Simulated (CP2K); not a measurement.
Ba2Tl5V3O12:

```
Ba V Tl O
1.0
     8.15421    0.00000    0.00000
    -4.07711    7.06176    0.00000
     0.00000    0.00000    6.92128
Ba V Tl O
2 3 5 12
Cartesian
  0.0000 0.0000 1.6301
  0.0000 0.0000 5.2912
  4.0771 0.0000 0.0000
  -2.0386 3.5309 0.0000
  2.0386 3.5309 0.0000
  4.0771 0.0000 3.4606
  -2.0386 3.5309 3.4606
  2.0386 3.5309 3.4606
  0.0000 4.7079 1.5565
  4.0771 2.3539 5.3648
  1.3636 2.4246 5.6370
  1.2955 7.0304 5.6370
  -2.6592 4.6685 5.6370
  1.4179 2.3932 1.2843
  5.4407 4.6372 1.2843
  5.3726 0.0314 1.2843
  2.7135 4.6372 1.2843
  2.7816 0.0314 1.2843
  6.7363 2.3932 1.2843
  2.6592 4.6685 5.6370
  -1.3636 2.4246 5.6370
  -1.2955 7.0304 5.6370
```

The cell was built by a generator and needn't be a form met in nature.

Base run:

```yaml
Program: CP2K 2026.2
Functional: PBE
Potentials_or_basis: GTH_POTENTIALS Ba GTH-PBE-q10, V GTH-PBE-q13, Tl GTH-PBE-q13, O GTH-PBE-q6; DZVP-MOLOPT-SR-GTH basis
Density_cutoff: 12245 eV
k_mesh: 3 × 3 × 3
Occupations: fermi-dirac, width 0.05 eV
Spin: collinear spin, ferromagnetic start
Starting_moments: "[0.0, 0.0, 2.0, 2.0, 2.0, 0.0, 0.0, 0.0, 0.0, 0.0, 0.0, 0.0, 0.0, 0.0, 0.0, 0.0, 0.0, 0.0, 0.0, 0.0, 0.0, 0.0] μB"
```

Its results: band gap on the k mesh none (metal or under the smearing width); pressure 1.4 GPa; net moment 0.00 μB per cell; largest force 0.253 eV/Å.

Question: The run is repeated on the same cell with these changes: functional from PBE to PBEsol. What comes out?

Answer: Band gap on the k mesh none (metal or under the smearing width); pressure -2.2 GPa; net moment 0.00 μB per cell; largest force 0.210 eV/Å.

PBEsol binds more tightly than PBE, so the same cell stands under less pressure.

Caveats: the basis of atomic orbitals isn't converged, which shifts pressures, moduli and gaps; semilocal functionals often make such compounds metallic where correlation or magnetic order opens a gap, which also shifts bond lengths; the potentials were made for another functional, which shifts forces and pressure (some runs).

Not every run made on this cell is shown here.
